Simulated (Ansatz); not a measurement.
Crystal: Ta3Cu.

```
Ta Cu
1.0
    -2.00651    2.00651    4.20817
     2.00651   -2.00651    4.20817
     2.00651    2.00651   -4.20817
Ta Cu
3 1
Direct
  0.50000 0.50000 0.00000
  0.25000 0.75000 0.50000
  0.75000 0.25000 0.50000
  0.00000 0.00000 0.00000
```

The cell comes from a database or a generator and needn't be the stable form of this composition.

| Item | Value |
| --- | --- |
| Program | Ansatz 0.2.0 |
| Task | relaxation of cell and atoms |
| Functional | PBEsol |
| Potentials or basis | Ansatz PAW |
| Cutoff | 420 eV (not typed: the program's choice for these potentials) |
| k mesh | 7 × 7 × 7 |
| Occupations | fermi-dirac, width 0.05 eV |
| Spin | no spin polarisation |

At the start: volume 16.94 Å³/atom.

Q: How do energy, volume and symmetry change on relaxing?

A: It ends after 5 steps and the volume is 16.36 Å³/atom (-3.4 %); space group I4/mmm (No. 139, to 0.05 Å).

The path:
```csv
step,energy change (eV),largest force (eV/Å),volume (Å³)
1,0.0000,0.0000,67.77
2,-0.0485,0.0000,65.71
3,-0.0494,0.0000,65.42
4,-0.0494,0.0000,65.43
5,-0.0487,0.0000,65.43
```

Final structure:
```
Ta Cu
1.0
    -1.98901    1.98901    4.13486
     1.98901   -1.98901    4.13486
     1.98901    1.98901   -4.13486
Ta Cu
3 1
Direct
  0.50000 0.50000 0.00000
  0.25000 0.75000 0.50000
  0.75000 0.25000 0.50000
  0.00000 0.00000 0.00000
```

Caveat: the plane-wave basis is chosen anew once the cell has moved, so the energies of steps on either side of that aren't comparable; the PAW data sets come from PBE, with cores solved anew for the run's functional, which leaves a small shift of forces and pressure.
